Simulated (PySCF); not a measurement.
# One shape, several levels: SiSe (SMILES [Si][Se])

Wanted: a comparison of 6 runs (B3LYP/6-31G*, B2PLYP/aug-cc-pVTZ, B3LYP/aug-cc-pVTZ, M06-L/aug-cc-pVTZ, TPSS/aug-cc-pVTZ, SCS-MP2/aug-cc-pVTZ) of SiSe. The job is set up through a Python script.

The results are computed with PySCF 2.14.0.

3 further runs of the same task are left out: 3 set aside as unsound or not needed.

## Step 1: The molecule

The species is SiSe (2 atoms), meant as a singlet with charge 0. As SMILES, `[Si][Se]`. The shape comes from GFN2-xTB, which is rough for such elements, and wasn't checked as a minimum.

Bond lengths: Si1–Se2 2.125 Å.

## Step 2: The energy at B3LYP/6-31G(d) (spherical functions) (run 1)

The input, input.py:

```python
from pyscf import gto, dft

mol = gto.M(
    atom=[
    ('Si', (0.000000, 0.000000, 0.000000)),
    ('Se', (0.000000, 0.000000, 2.124530)),
],
    charge=0,
    basis='6-31g*',
    verbose=3,
    spin=0,
    max_memory=1860,
)

myscf = dft.RKS(mol)
myscf.xc = 'b3lyp'
myscf.grids.level = 5
myscf.conv_tol = 1e-10
myscf.kernel()
if not myscf.converged:
    myscf = myscf.newton().run(myscf.mo_coeff, myscf.mo_occ)

energy = myscf.e_tot
print('E = %.10f Eh' % energy)
```

On the command line:

```bash
OMP_NUM_THREADS=1 python input.py
```

What it wrote:

```text
converged SCF energy = -2690.79383400001
E = -2690.7938340000 Eh
```

It took 6 s on 1 thread of Intel Xeon at 2.70GHz, shared host; peak memory 0.26 GiB.

## Step 3: The energy at B2PLYP/aug-cc-pVTZ (run 2)

The input, input.xyz:

```xyz
2

Si     0.000000     0.000000     0.000000
Se     0.000000     0.000000     2.124530
```

The input, job.py:

```python
from pyscf import gto, dft, mp

molecule = gto.M(
    atom='input.xyz',
    max_memory=1860,
    verbose=4,
    charge=0,
    basis='aug-cc-pvtz',
)

calc0 = dft.RKS(molecule)
calc0.xc = '0.53*HF + 0.47*B88, 0.73*LYP'
calc0.grids.level = 5
calc0.conv_tol = 1e-10
calc0.kernel()
if not calc0.converged:
    calc0 = calc0.newton().run(calc0.mo_coeff, calc0.mo_occ)

pt = mp.MP2(calc0, frozen=14).run()
energy = calc0.e_tot + 0.27 * pt.e_corr
print('PT2 part  %.8f' % (0.27 * pt.e_corr))
print('E(%s) = %.9f' % ('B2PLYP', energy))
```

On the command line:

```bash
OMP_NUM_THREADS=1 python job.py
```

What it wrote:

```text
PySCF version 2.14.0

[INPUT] num. atoms = 2
[INPUT] num. electrons = 48
[INPUT] charge = 0
[INPUT] spin (= nelec alpha-beta = 2S) = 0
[INPUT] symmetry False subgroup None
[INPUT] Mole.unit = angstrom
[INPUT] Symbol           X                Y                Z      unit          X                Y                Z       unit  Magmom
[INPUT]  1 Si     0.000000000000   0.000000000000   0.000000000000 AA    0.000000000000   0.000000000000   0.000000000000 Bohr   0.0
[INPUT]  2 Se     0.000000000000   0.000000000000   2.124530000000 AA    0.000000000000   0.000000000000   4.014779843422 Bohr   0.0

nuclear repulsion = 118.561918352727
number of shells = 27
number of NR pGTOs = 202
number of NR cGTOs = 109
basis = aug-cc-pvtz
ecp = {}

******** <class 'pyscf.dft.rks.RKS'> ********
method = RKS
initial guess = minao
damping factor = 0
level_shift factor = 0
DIIS = <class 'pyscf.scf.diis.CDIIS'>
diis_start_cycle = 1
diis_space = 8
diis_damp = 0
SCF conv_tol = 1e-10
SCF conv_tol_grad = None
SCF max_cycles = 50
direct_scf = True
direct_scf_tol = 1e-13
XC library pyscf.dft.libxc version 7.0.0
    S. Lehtola, C. Steigemann, M. J.T. Oliveira, and M. A.L. Marques.,  SoftwareX 7, 1–5 (2018)
XC functionals = 0.53*HF + 0.47*B88, 0.73*LYP
    A. D. Becke.,  Phys. Rev. A 38, 3098 (1988)
    C. Lee, W. Yang, and R. G. Parr.,  Phys. Rev. B 37, 785 (1988)
    B. Miehlich, A. Savin, H. Stoll, and H. Preuss.,  Chem. Phys. Lett. 157, 200 (1989)
radial grids:
    Treutler-Ahlrichs [JCP 102, 346 (1995); DOI:10.1063/1.469408] (M4) radial grids

becke partition: Becke, JCP 88, 2547 (1988); DOI:10.1063/1.454033
pruning grids: <function nwchem_prune>
grids dens level: 5
symmetrized grids: False
atomic radii adjust function: <function treutler_atomic_radii_adjust>
small_rho_cutoff = 0
Set gradient conv threshold to 1e-05
Initial guess from minao.
tot grids = 88288
init E= -2689.6244875533
  HOMO = -0.265197248128563  LUMO = -0.0779478335519011  gap/eV = 5.09532
cycle= 1 E= -2690.44122013438  delta_E= -0.817  |g|= 0.346  |ddm|= 1.62
  HOMO = -0.273847936416874  LUMO = -0.0841330972264175  gap/eV = 5.16240
cycle= 2 E= -2690.30509627296  delta_E= 0.136  |g|= 0.708  |ddm|= 0.967
  HOMO = -0.303740044797809  LUMO = -0.062590037813617  gap/eV = 6.56203
cycle= 3 E= -2690.49833980399  delta_E= -0.193  |g|= 0.0471  |ddm|= 0.553
  HOMO = -0.306738216955702  LUMO = -0.0569756718696068  gap/eV = 6.79639
cycle= 4 E= -2690.49875912562  delta_E= -0.000419  |g|= 0.0102  |ddm|= 0.0536
  HOMO = -0.309023760706469  LUMO = -0.0565901278297514  gap/eV = 6.86907
cycle= 5 E= -2690.49878834377  delta_E= -2.92e-05  |g|= 0.00233  |ddm|= 0.0139
  HOMO = -0.308279512783436  LUMO = -0.0562254165832562  gap/eV = 6.85874
cycle= 6 E= -2690.49879028157  delta_E= -1.94e-06  |g|= 0.000813  |ddm|= 0.00307
  HOMO = -0.308289848045063  LUMO = -0.0563165045551662  gap/eV = 6.85654
cycle= 7 E= -2690.49879053189  delta_E= -2.5e-07  |g|= 0.000234  |ddm|= 0.000791
  HOMO = -0.30827939992187  LUMO = -0.0563395978769045  gap/eV = 6.85563
cycle= 8 E= -2690.498790561  delta_E= -2.91e-08  |g|= 4.13e-05  |ddm|= 0.000346
  HOMO = -0.308275169414845  LUMO = -0.0563370847719352  gap/eV = 6.85558
cycle= 9 E= -2690.49879056231  delta_E= -1.3e-09  |g|= 2.97e-06  |ddm|= 9.56e-05
  HOMO = -0.308275794052652  LUMO = -0.0563374624042005  gap/eV = 6.85559
cycle= 10 E= -2690.49879056231  delta_E= -5.46e-12  |g|= 6.97e-07  |ddm|= 5.88e-06
  HOMO = -0.308275597557584  LUMO = -0.0563374827260162  gap/eV = 6.85559
Extra cycle  E= -2690.49879056232  delta_E= -4.55e-12  |g|= 9.23e-07  |ddm|= 1.46e-06
converged SCF energy = -2690.49879056232

******** <class 'pyscf.mp.mp2.RMP2'> ********
nocc = 10, nmo = 95
frozen orbitals 14
E(RMP2) = -2690.89658887585  E_corr = -0.397798313532245
E(SCS-RMP2) = -2690.88049514921  E_corr = -0.381704586894305
E_corr(same-spin) = -0.110369295397373
E_corr(oppo-spin) = -0.287429018134873
PT2 part  -0.10740554
E(B2PLYP) = -2690.606196107
```

Wall time 14 s (1 thread of Intel Xeon at 2.70GHz, shared host); peak memory 0.54 GiB.

Run 3 isn't shown in full; the table further down has it.

## Step 4: The energy at M06-L/aug-cc-pVTZ (run 4)

The input, input.py:

```python
from pyscf import gto, dft

mol = gto.Mole()
mol.atom = '''
Si   0.000000   0.000000   0.000000
Se   0.000000   0.000000   2.124530
'''
mol.verbose = 3
mol.max_memory = 1860
mol.spin = 0
mol.basis = 'aug-cc-pvtz'
mol.build()

mf = dft.RKS(mol, xc='m06-l')
mf.grids.level = 5
mf.conv_tol = 1e-10
mf.kernel()
if not mf.converged:
    mf = mf.newton().run(mf.mo_coeff, mf.mo_occ)

etot = mf.e_tot
print(f'total energy: {etot:.8f} hartree')
```

On the command line:

```bash
OMP_NUM_THREADS=1 python input.py
```

What it wrote:

```text
converged SCF energy = -2691.02160868195
total energy: -2691.02160868 hartree
```

Wall time 20 s (1 thread of Intel Xeon at 2.70GHz, shared host); peak memory 0.58 GiB.

Run 5 isn't shown in full; the table further down has it.

## Step 5: The energy at SCS-MP2/aug-cc-pVTZ (run 6)

The input, calc.py:

```python
from pyscf import gto, scf, mp

system = gto.M(
    atom='''
Si     0.000000     0.000000     0.000000
Se     0.000000     0.000000     2.124530
''',
    verbose=3,
    spin=0,
    max_memory=1860,
    basis='aug-cc-pvtz',
)

mf = scf.RHF(system)
mf.conv_tol = 1e-10
mf.kernel()
if not mf.converged:
    mf = mf.newton().run(mf.mo_coeff, mf.mo_occ)

pt = mp.MP2(mf, frozen=14).run()
energy = mf.e_tot + 1.2 * pt.e_corr_os + pt.e_corr_ss / 3
print('E(%s) = %.9f' % ('SCS-MP2', energy))
```

On the command line:

```bash
OMP_NUM_THREADS=1 python calc.py
```

What it wrote:

```text
converged SCF energy = -2688.84487035521
E(RMP2) = -2689.15845318628  E_corr = -0.313582831066351
E(SCS-RMP2) = -2689.14642403022  E_corr = -0.301553675007523
E(SCS-MP2) = -2689.146424030
```

Wall time 6 s (1 thread of Intel Xeon at 2.70GHz, shared host); peak memory 0.29 GiB.

## Step 6: The series

```tsv
run	level	frozen core orbitals	integration grid	energy (Eh)	dipole moment (D) of the reference	HOMO energy (eV)	LUMO energy (eV)	wall time
1	B3LYP/6-31G* (spherical functions)	–	5	-2690.793834	1.64	-7.43	-2.74	6 s
2	B2PLYP/aug-cc-pVTZ	14	5	-2690.606196	1.99	-8.39	-1.53	14 s
3	B3LYP/aug-cc-pVTZ	–	5	-2691.167014	1.67	-7.45	-2.78	18 s
4	M06-L/aug-cc-pVTZ	–	5	-2691.021609	1.22	-6.74	-2.99	20 s
5	TPSS/aug-cc-pVTZ	–	5	-2691.062333	1.40	-6.82	-3.31	24 s
6	SCS-MP2/aug-cc-pVTZ	14	–	-2689.146424	2.37	-9.75	0.13	6 s
```

## Step 7: Outcome

| quantity | value |
| --- | --- |
| run 6: total energy | -2689.14642 Eh |
| run 6: dipole moment (Hartree–Fock density) | 2.37 D |
| run 6: HOMO energy (Hartree–Fock orbitals) | -9.75 eV |
| run 6: LUMO energy (Hartree–Fock orbitals) | 0.13 eV |
| run 6: HOMO–LUMO gap (Hartree–Fock orbitals) | 9.89 eV |
| run 6: correlation energy (14 core orbitals frozen) | -301.6 mEh |

Over runs 1, 2, 3, 4, 5 the dipole moment (its size) runs from 1.22 D (M06-L/aug-cc-pVTZ) to 1.99 D (B2PLYP/aug-cc-pVTZ). A double hybrid's value is that of its SCF part. Over runs 1, 2, 3, 4, 5 the HOMO–LUMO gap runs from 3.51 eV (TPSS/aug-cc-pVTZ) to 6.86 eV (B2PLYP/aug-cc-pVTZ). Totals of different functionals can't be ranked against each other. All runs together took 89 s, the longest 24 s.
